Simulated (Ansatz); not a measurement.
# Cl₃HO₂Ti + HCl: a complex and its separated parts, part 2 of 2

Ansatz 0.2.0, Gaussian basis. The steps go on from the part before.

### 13 CAM-B3LYP-D4/def2-TZVPP

The inputs:

parta/in.yaml

```yaml
crystal:
  periodic: [false, false, false]
  atoms:
    - {symbol: Ti, position_ang: [-0.973243, 0.248350, -0.722421]}
    - {symbol: Cl, position_ang: [-1.096927, -1.375027, -2.167506]}
    - {symbol: Cl, position_ang: [-2.969773, 0.492227, 0.161248]}
    - {symbol: Cl, position_ang: [-0.225100, 2.014756, -1.759579]}
    - {symbol: O, position_ang: [0.210533, -0.549127, 0.425522]}
    - {symbol: O, position_ang: [-0.009691, 0.685789, 1.119422]}
    - {symbol: H, position_ang: [-0.577276, 0.429686, 1.865155]}
basis:
  gaussian: {orbitals: def2-TZVPP}
hamiltonian: {xc: {name: CAM-B3LYP}, dispersion: d4}
```

partb/in.yaml

```yaml
crystal:
  periodic: [false, false, false]
  atoms:
    - {symbol: Cl, position_ang: [3.455102, -1.032813, 0.592745]}
    - {symbol: H, position_ang: [2.186377, -0.913742, 0.485313]}
basis:
  gaussian: {orbitals: def2-TZVPP}
hamiltonian: {xc: {name: CAM-B3LYP}, dispersion: d4}
```

The same command starts each run, in its folder.

On the command line:

```sh
$ ansatz run in.yaml --threads 4 --pin off --events-out ev --progress --plain --max-ram 46080MiB --backend cpu
```

Log of parta (excerpt; [...] marks lines left out):

```text
Functional definition: CAM-B3LYP
  name "CAM-B3LYP"
  cite "Yanai, Tew & Handy, Chem. Phys. Lett. 393, 51 (2004) doi:10.1016/j.cplett.2004.06.011"
  cite "Iikura, Tsuneda, Yanai & Hirao, J. Chem. Phys. 115, 3540 (2001) doi:10.1063/1.1383587"
  cite "Becke, Phys. Rev. A 38, 3098 (1988) doi:10.1103/PhysRevA.38.3098"
  cite "Lee, Yang & Parr, Phys. Rev. B 37, 785 (1988) doi:10.1103/PhysRevB.37.785"
[...]
1795 factors; their error is unknown
294 factors; integrals over basis functions are off by at most 9.3e-6 eV
[...]
mean field -64801.71350354 eV, -2381.4190470762 hartree, gradient 4.3e-5 eV, S^2 0.000000; 0 other end points of the search recorded, 0 dependent functions left out
reference -64801.71364297 eV, -2381.4190522001 hartree; 45, 45 occupied and 221, 221 virtual orbitals, 1795 factors
Total energy: -64801.95729384 eV, -2381.4280062043 hartree
```

Output in partb (excerpt; [...] marks lines left out):

```text
[... 6 set-up lines as earlier in the session ...]
[...]
  # Exact exchange under (alpha + beta erf(omega r))/r, Becke's under what is left of 1/r.
[...]
372 factors; their error is unknown
66 factors; integrals over basis functions are off by at most 7.5e-5 eV
[...]
mean field -12539.88294163 eV, -460.8321982670 hartree, gradient 2.6e-5 eV, S^2 0.000000; 0 other end points of the search recorded, 0 dependent functions left out
reference -12539.88301591 eV, -460.8322009965 hartree; 9, 9 occupied and 47, 47 virtual orbitals, 372 factors
Total energy: -12539.88749750 eV, -460.8323656922 hartree
```

Wall times: 5.5 s (parta), 0.2 s (partb) on 4 threads of AMD EPYC 7R13, shared host; peak memory 0.99 GiB.

### 14 wB97X-V/def2-TZVPP

Each input of step 13 (parta, partb) changes in the same lines:

```diff
-hamiltonian: {xc: {name: CAM-B3LYP}, dispersion: d4}
+hamiltonian: {xc: {name: wB97X-V}}
```

Each run has its own folder and the same command.

On the command line:

```sh
$ ansatz run in.yaml --threads 4 --pin off --events-out ev --progress --plain --max-ram 46080MiB --backend cpu
```

parta printed (excerpt; [...] marks lines left out):

```text
Functional definition: wB97X-V
  name "wB97X-V"
  cite "Mardirossian & Head-Gordon, Phys. Chem. Chem. Phys. 16, 9904 (2014) doi:10.1039/C3CP54374A"
[... 2 set-up lines as earlier in the session ...]
[...]
      + integral(e_c_pw_opposite_spin*poly(b97_u_opposite, cos0, cos1)) + vv10(b, c)
1771 factors; their error is unknown
273 factors; integrals over basis functions are off by at most 1.4e-5 eV
[...]
mean field -64790.55730823 eV, -2381.0090644602 hartree, gradient 8.2e-5 eV, S^2 0.000000; 0 other end points of the search recorded, 0 dependent functions left out
reference -64790.55730585 eV, -2381.0090643729 hartree; 45, 45 occupied and 221, 221 virtual orbitals, 1771 factors
Total energy: -64790.55730585 eV, -2381.0090643729 hartree
```

Output in partb (excerpt; [...] marks lines left out):

```text
[... 5 set-up lines as earlier in the session ...]
[...]
      + integral(e_c_pw_opposite_spin*poly(b97_u_opposite, cos0, cos1)) + vv10(b, c)
369 factors; their error is unknown
62 factors; integrals over basis functions are off by at most 9.0e-5 eV
[...]
mean field -12537.61273175 eV, -460.7487695926 hartree, gradient 5.7e-5 eV, S^2 0.000000; 0 other end points of the search recorded, 0 dependent functions left out
reference -12537.61273080 eV, -460.7487695577 hartree; 9, 9 occupied and 47, 47 virtual orbitals, 369 factors
Total energy: -12537.61273080 eV, -460.7487695577 hartree
```

Times: 9.6 s (parta), 0.35 s (partb) on 4 threads of AMD EPYC 7R13, shared host; peak memory 1.1 GiB.

### 15 wB97M-V/def2-TZVPP

Each input of step 14 (parta, partb) changes in the same lines:

```diff
-hamiltonian: {xc: {name: wB97X-V}}
+hamiltonian: {xc: {name: wB97M-V}}
```

Each run has its own folder and the same command.

On the command line:

```sh
$ ansatz run in.yaml --threads 4 --pin off --events-out ev --progress --plain --max-ram 46080MiB --backend cpu
```

parta printed (excerpt; [...] marks lines left out):

```text
Functional definition: wB97M-V
  name "wB97M-V"
  cite "Mardirossian & Head-Gordon, J. Chem. Phys. 144, 214110 (2016) doi:10.1063/1.4952647"
[... 2 set-up lines as earlier in the session ...]
  # Of w^i u^j: cxij and so on, Table III.
[...]
  gx(w, u) = 1 - cx + cx01*u + cx10*w
[...]
      + integral(e_c_pw_mod_opposite_spin*gos(b97_w_opposite, b97_u_opposite)) + vv10(b, c)
1755 factors; their error is unknown
273 factors; integrals over basis functions are off by at most 1.4e-5 eV
[...]
mean field -64796.54001065 eV, -2381.2289247191 hartree, gradient 8.3e-5 eV, S^2 0.000000; 0 other end points of the search recorded, 0 dependent functions left out
reference -64796.54006926 eV, -2381.2289268729 hartree; 45, 45 occupied and 221, 221 virtual orbitals, 1755 factors
Total energy: -64796.54006926 eV, -2381.2289268729 hartree
```

Log of partb (excerpt; [...] marks lines left out):

```text
[... 5 set-up lines as earlier in the session ...]
  # Of w^i u^j: cxij and so on, Table III.
[...]
  gx(w, u) = 1 - cx + cx01*u + cx10*w
[...]
      + integral(e_c_pw_mod_opposite_spin*gos(b97_w_opposite, b97_u_opposite)) + vv10(b, c)
369 factors; their error is unknown
62 factors; integrals over basis functions are off by at most 9.0e-5 eV
[...]
mean field -12538.73839121 eV, -460.7901368147 hartree, gradient 5.7e-5 eV, S^2 0.000000; 0 other end points of the search recorded, 0 dependent functions left out
reference -12538.73841425 eV, -460.7901376617 hartree; 9, 9 occupied and 47, 47 virtual orbitals, 369 factors
Total energy: -12538.73841425 eV, -460.7901376617 hartree
```

Wall times: 11 s (parta), 0.35 s (partb) on 4 threads of AMD EPYC 7R13, shared host; peak memory 1.1 GiB.

### 16 B2PLYP/def2-TZVPP

The same edit goes into each in.yaml of step 15 (parta, partb):

```diff
-hamiltonian: {xc: {name: wB97M-V}}
+hamiltonian: {xc: {name: B2PLYP}}
```

One command serves all of them, each in its own folder.

On the command line:

```sh
$ ansatz run in.yaml --threads 4 --pin off --events-out ev --progress --plain --max-ram 46080MiB --backend cpu
```

Log of parta (excerpt; [...] marks lines left out):

```text
Functional definition: B2PLYP
  name "B2PLYP"
  cite "Grimme, J. Chem. Phys. 124, 034108 (2006) doi:10.1063/1.2148954"
[... 2 set-up lines as earlier in the session ...]
[...]
1690 factors; integrals over basis functions are off by at most 7.0e-4 eV
[...]
mean field -64769.99299387 eV, -2380.2533398466 hartree, gradient 4.6e-6 eV, S^2 0.000000; 0 other end points of the search recorded, 0 dependent functions left out
22 core orbitals not correlated: weight in the atoms' cores, before any rotation towards them, 1.000 or more for the frozen orbitals, at most 0.000 for the correlated occupied ones
reference -64769.99317421 eV, -2380.2533464739 hartree; 23, 23 occupied and 221, 221 virtual orbitals, 1690 factors
second order -51.30968086 eV of doubles, -0.00000000 eV of singles
Total energy: -64783.84678804 eV, -2380.7624573919 hartree
```

partb printed (excerpt; [...] marks lines left out):

```text
[... 5 set-up lines as earlier in the session ...]
[...]
322 factors; integrals over basis functions are off by at most 1.4e-3 eV
[...]
mean field -12534.13736458 eV, -460.6210522050 hartree, gradient 9.7e-6 eV, S^2 0.000000; 0 other end points of the search recorded, 0 dependent functions left out
5 core orbitals not correlated: weight in the atoms' cores, before any rotation towards them, 1.000 or more for the frozen orbitals, at most 0.000 for the correlated occupied ones
reference -12534.13746134 eV, -460.6210557608 hartree; 4, 4 occupied and 47, 47 virtual orbitals, 322 factors
second order -6.68491340 eV of doubles, -0.00000000 eV of singles
Total energy: -12535.94238796 eV, -460.6873855906 hartree
```

Wall times: 9.1 s (parta), 0.25 s (partb) on 4 threads of AMD EPYC 7R13, shared host; peak memory 0.86 GiB.

### 17 PBE-QIDH/def2-TZVPP

The same edit goes into each in.yaml of step 16 (parta, partb):

```diff
-hamiltonian: {xc: {name: B2PLYP}}
+hamiltonian: {xc: {name: PBE-QIDH}}
```

One command serves all of them, each in its own folder.

On the command line:

```sh
$ ansatz run in.yaml --threads 4 --pin off --events-out ev --progress --plain --max-ram 46080MiB --backend cpu
```

parta printed (excerpt; [...] marks lines left out):

```text
Functional definition: PBE-QIDH
  name "PBE-QIDH"
  cite "Brémond, Sancho-García, Pérez-Jiménez & Adamo, J. Chem. Phys. 141, 031101 (2014) doi:10.1063/1.4890314"
[... 1 set-up line as earlier in the session ...]
[...]
1690 factors; integrals over basis functions are off by at most 7.0e-4 eV
[...]
mean field -64752.84438107 eV, -2379.6231399501 hartree, gradient 8.5e-6 eV, S^2 0.000000; 0 other end points of the search recorded, 0 dependent functions left out
22 core orbitals not correlated: weight in the atoms' cores, before any rotation towards them, 1.000 or more for the frozen orbitals, at most 0.000 for the correlated occupied ones
reference -64752.84439611 eV, -2379.6231405027 hartree; 23, 23 occupied and 221, 221 virtual orbitals, 1690 factors
second order -46.82062581 eV of doubles, -0.00000000 eV of singles
Total energy: -64768.45127138 eV, -2380.1966825902 hartree
```

Output in partb (excerpt; [...] marks lines left out):

```text
[... 4 set-up lines as earlier in the session ...]
[...]
322 factors; integrals over basis functions are off by at most 1.4e-3 eV
[...]
mean field -12531.03297183 eV, -460.5069678754 hartree, gradient 2.4e-6 eV, S^2 0.000000; 0 other end points of the search recorded, 0 dependent functions left out
5 core orbitals not correlated: weight in the atoms' cores, before any rotation towards them, 1.000 or more for the frozen orbitals, at most 0.000 for the correlated occupied ones
reference -12531.03297819 eV, -460.5069681094 hartree; 4, 4 occupied and 47, 47 virtual orbitals, 322 factors
second order -6.22514634 eV of doubles, -0.00000000 eV of singles
Total energy: -12533.10802697 eV, -460.5832247455 hartree
```

Wall times: 9.5 s (parta), 0.25 s (partb) on 4 threads of AMD EPYC 7R13, shared host; peak memory 0.86 GiB.

### 18 RPA on PBE/def2-TZVPP

The same edit goes into each in.yaml of step 17 (parta, partb):

```diff
-hamiltonian: {xc: {name: PBE-QIDH}}
+hamiltonian: {xc: pbe}
+correlation: {method: rpa}
```

Each run has its own folder and the same command.

On the command line:

```sh
$ ansatz run in.yaml --threads 4 --pin off --events-out ev --progress --plain --max-ram 46080MiB --backend cpu
```

Output in parta (excerpt; [...] marks lines left out):

```text
[... 4 set-up lines as earlier in the session ...]
[...]
1690 factors; integrals over basis functions are off by at most 7.0e-4 eV
[...]
mean field -64776.47373399 eV, -2380.4915026532 hartree, gradient 1.4e-6 eV, S^2 0.000000; 0 other end points of the search recorded, 0 dependent functions left out
22 core orbitals not correlated: weight in the atoms' cores, before any rotation towards them, 1.000 or more for the frozen orbitals, at most 0.000 for the correlated occupied ones
reference -64690.07942170 eV, -2377.3165702368 hartree; 23, 23 occupied and 221, 221 virtual orbitals, 1690 factors
Total energy: -64753.46577574 eV, -2379.6459757830 hartree
```

partb printed (excerpt; [...] marks lines left out):

```text
[... 4 set-up lines as earlier in the session ...]
[...]
322 factors; integrals over basis functions are off by at most 1.4e-3 eV
[...]
mean field -12534.30961405 eV, -460.6273822562 hartree, gradient 3.3e-6 eV, S^2 0.000000; 0 other end points of the search recorded, 0 dependent functions left out
5 core orbitals not correlated: weight in the atoms' cores, before any rotation towards them, 1.000 or more for the frozen orbitals, at most 0.000 for the correlated occupied ones
reference -12519.65925779 eV, -460.0889915938 hartree; 4, 4 occupied and 47, 47 virtual orbitals, 322 factors
Total energy: -12529.02201290 eV, -460.4330664980 hartree
```

They took 7.5 s (parta), 0.25 s (partb) on 4 threads of AMD EPYC 7R13, shared host.

### 19 CCSD(T)/def2-TZVPP

The same edit goes into each in.yaml of step 18 (parta, partb):

```diff
-hamiltonian: {xc: pbe}
-correlation: {method: rpa}
+correlation: {method: ccsd_t}
```

On the command line:

```sh
$ ansatz run in.yaml --threads 4 --pin off --events-out ev --progress --plain --max-ram 46080MiB --backend cuda --devices 0, --max-vram 37GiB   # in parta
$ ansatz run in.yaml --threads 4 --pin off --events-out ev --progress --plain --max-ram 46080MiB --backend cpu   # in partb
```

parta printed (excerpt; [...] marks lines left out):

```text
Functional definition: HF
  name "HF"
  cite "Fock, Z. Phys. 61, 126 (1930) doi:10.1007/BF01340294"
[... 1 set-up line as earlier in the session ...]
[...]
1690 factors; integrals over basis functions are off by at most 7.0e-4 eV
[...]
mean field -64693.82815654 eV, -2377.4543337010 hartree, gradient 2.1e-6 eV, S^2 0.000000; 0 other end points of the search recorded, 0 dependent functions left out
22 core orbitals not correlated: weight in the atoms' cores, before any rotation towards them, 1.000 or more for the frozen orbitals, at most 0.000 for the correlated occupied ones
reference -64693.82815654 eV, -2377.4543337010 hartree; 23, 23 occupied and 221, 221 virtual orbitals, 1690 factors
second order -40.59987251 eV of doubles, -0.00000000 eV of singles
cycle   1  -39.31006769 eV  change     1.3e0 eV  update   3.1e-1
[...]
cycle  15  -41.31063633 eV  change   -1.6e-5 eV  update   1.1e-5
perturbative correction -2.33682760 eV, -0.0858768303 hartree
Total energy: -64737.47562046 eV, -2379.0583484150 hartree
```

partb printed (excerpt; [...] marks lines left out):

```text
[... 4 set-up lines as earlier in the session ...]
[...]
322 factors; integrals over basis functions are off by at most 1.4e-3 eV
[...]
mean field -12519.93380277 eV, -460.0990809360 hartree, gradient 2.9e-6 eV, S^2 0.000000; 0 other end points of the search recorded, 0 dependent functions left out
5 core orbitals not correlated: weight in the atoms' cores, before any rotation towards them, 1.000 or more for the frozen orbitals, at most 0.000 for the correlated occupied ones
reference -12519.93380277 eV, -460.0990809360 hartree; 4, 4 occupied and 47, 47 virtual orbitals, 322 factors
second order -5.53925406 eV of doubles, -0.00000000 eV of singles
cycle   1  -5.96027990 eV  change   -4.2e-1 eV  update   3.9e-2
[...]
cycle   7  -6.10181992 eV  change   -6.0e-6 eV  update   7.9e-6
perturbative correction -0.21572180 eV, -0.0079276298 hartree
Total energy: -12526.25134449 eV, -460.3312463120 hartree
```

Times: 4.1 s (parta, 1 × a share of an NVIDIA H100 with 4 threads of AMD EPYC 7R13, shared host), 0.41 s (partb, 4 threads of AMD EPYC 7R13, shared host); peak memory 0.83 GiB.

### 20 Vibrations of Cl₃HO₂Ti

vib-parta/in.yaml reads:

```yaml
crystal:
  periodic: [false, false, false]
  atoms:
    - {symbol: Ti, position_ang: [-0.973243, 0.248350, -0.722421]}
    - {symbol: Cl, position_ang: [-1.096927, -1.375027, -2.167506]}
    - {symbol: Cl, position_ang: [-2.969773, 0.492227, 0.161248]}
    - {symbol: Cl, position_ang: [-0.225100, 2.014756, -1.759579]}
    - {symbol: O, position_ang: [0.210533, -0.549127, 0.425522]}
    - {symbol: O, position_ang: [-0.009691, 0.685789, 1.119422]}
    - {symbol: H, position_ang: [-0.577276, 0.429686, 1.865155]}
basis:
  gaussian: {orbitals: def2-TZVP}
hamiltonian: {xc: pbe0, dispersion: d4}
phonons: {temperatures: {t_min: 298.15, t_max: 900, t_step: 200}}
```

On the command line:

```sh
$ ansatz run in.yaml --threads 4 --pin off --events-out ev --progress --plain --max-ram 46080MiB --backend cuda --devices 0, --max-vram 37GiB
```

Standard output (excerpt; [...] marks lines left out):

```text
[... 5 set-up lines as earlier in the session ...]
[...]
1616 factors; their error is unknown
[...]
mean field -64778.86622398 eV, -2380.5794250388 hartree, gradient 3.4e-5 eV, S^2 0.000000; 0 other end points of the search recorded, 0 dependent functions left out
[...]
Atom 4 at     0.210533    -0.549127     0.425522 Å, force    -0.001437     0.002808     0.000426 eV/Å
Atom 5 at    -0.009691     0.685789     1.119422 Å, force     0.001643    -0.001414    -0.000604 eV/Å
Atom 6 at    -0.577276     0.429686     1.865155 Å, force    -0.000725    -0.000394     0.000069 eV/Å
Dipole moment:    -0.028382     0.031695     0.507159 e Å
Vibrations: 103.23 112.46 128.92 136.18 151.40 158.12 316.99 404.70 481.62 496.11 665.60 710.17 970.18 1334.13 3724.98 cm⁻¹, zero-point energy 0.613398 eV
```

It took 32 s on 1 × a share of an NVIDIA H100 with 4 threads of AMD EPYC 7R13, shared host; peak host memory 0.91 GiB.

The modes, with what each moves most:

```csv
mode,wavenumber (cm⁻¹),character
1,103,bend
2,112,bend
3,129,bend
4,136,bend
5,151,bend
6,158,bend
7,317,bend with Ti–O stretch
8,405,Ti–Cl stretch
9,482,Ti–Cl stretch
10,496,Ti–Cl stretch
11,666,bend
12,710,Ti–O stretch with bend
13,970,O–O stretch with bend
14,1334,bend
15,3725,O–H stretch
```

Vibrational sums (real modes only):

```csv
T (K),entropy (J/mol/K),heat capacity (J/mol/K)
298,92.4,81.3
498,138.6,97.9
698,173.0,105.7
898,200.2,110.1
```

### 21 Vibrations of HCl

vib-partb/in.yaml reads:

```yaml
crystal:
  periodic: [false, false, false]
  atoms:
    - {symbol: Cl, position_ang: [3.455102, -1.032813, 0.592745]}
    - {symbol: H, position_ang: [2.186377, -0.913742, 0.485313]}
basis:
  gaussian: {orbitals: def2-TZVP}
hamiltonian: {xc: pbe0, dispersion: d4}
phonons: {temperatures: {t_min: 298.15, t_max: 900, t_step: 200}}
```

On the command line:

```sh
$ ansatz run in.yaml --threads 4 --pin off --events-out ev --progress --plain --max-ram 46080MiB --backend cpu
```

Standard output (excerpt; [...] marks lines left out):

```text
[... 5 set-up lines as earlier in the session ...]
[...]
312 factors; their error is unknown
[...]
mean field -12535.31645841 eV, -460.6643831038 hartree, gradient 4.2e-5 eV, S^2 0.000000; 0 other end points of the search recorded, 0 dependent functions left out
[...]
reference -12535.31637497 eV, -460.6643800376 hartree; 9, 9 occupied and 34, 34 virtual orbitals, 312 factors
Total energy: -12535.32105162 eV, -460.6645519013 hartree
Atom 0 at     3.455102    -1.032813     0.592745 Å, force     0.001558    -0.000146     0.000132 eV/Å
Atom 1 at     2.186377    -0.913742     0.485313 Å, force    -0.001558     0.000146    -0.000132 eV/Å
Dipole moment:    -0.260532     0.024451    -0.022061 e Å
Vibrations: 2997.39 cm⁻¹, zero-point energy 0.185815 eV
```

It took 1.2 s on 4 threads of AMD EPYC 7R13, shared host.

The modes, with what each moves most:

```csv
mode,wavenumber (cm⁻¹),character
1,2997,Cl–H stretch
```

Vibrational sums (real modes only):

```csv
T (K),entropy (J/mol/K),heat capacity (J/mol/K)
298,0.0,0.0
498,0.0,0.1
698,0.1,0.7
898,0.4,1.6
```

### 22 Complex less separated parts

The complex's own energies come from single points at the same levels.

Rows are in def2-TZVPP.

Differences are taken before rounding.

```csv
method,rung,complex less parts (kJ/mol),from CCSD(T) (kJ/mol)
SPW92,LDA,-21.6,-9.5
PBE-D4,GGA,-15.3,-3.2
BLYP-D4,GGA,-15.3,-3.2
r2SCAN-D4,meta-GGA,-12.3,-0.3
B97M-V,meta-GGA,-12.2,-0.2
PBE0-D4,hybrid,-13.6,-1.6
B3LYP-D4,hybrid,-14.6,-2.5
r2SCAN0-D4,hybrid,-12.0,0.0
BHLYP-D4,hybrid,-14.0,-1.9
CAM-B3LYP-D4,range-separated hybrid,-14.5,-2.4
wB97X-V,range-separated hybrid,-10.9,+1.1
wB97M-V,range-separated hybrid,-11.4,+0.7
B2PLYP,double hybrid,-10.4,+1.7
PBE-QIDH,double hybrid,-10.9,+1.1
RPA on PBE,RPA,-9.5,+2.6
Hartree-Fock,wavefunction,-1.3,+10.7
MP2,wavefunction,-14.0,-1.9
CCSD,wavefunction,-10.0,+2.1
CCSD(T),wavefunction,-12.1,0
```

The complex's zero-point energy, from a separate PBE0-D4 run, is 0.841 eV.

### 23 Results

What follows sums up all 2 parts.

```
                              quantity         value
complex less parts, CCSD(T)/def2-TZVPP  -12.1 kJ/mol
                with zero-point energy   -8.1 kJ/mol
                 largest T1 diagnostic         0.025
```

What this shows: At CCSD(T) the complex lies 12.1 kJ/mol below its parts. The functionals run from r2SCAN0-D4, off by 0.0 kJ/mol, to SPW92, off by -9.5 kJ/mol, against CCSD(T). By rung, the mean size of the error is: LDA 9.5, GGA 3.2, meta-GGA 0.2, hybrid 1.5, range-separated hybrid 1.4, double hybrid 1.4 kJ/mol. PBE-D4 gives a relative energy 3.2 kJ/mol too low, an error of 27 % of the reference. No counterpoise was applied, and triple zeta lacks some correlation, so the CCSD(T) reference has a basis error of its own, and close matches with it are partly luck. The T1 diagnostic is large here, over the usual mark for main-group molecules (transition-metal compounds often pass it harmlessly), so CCSD(T) itself may be off.
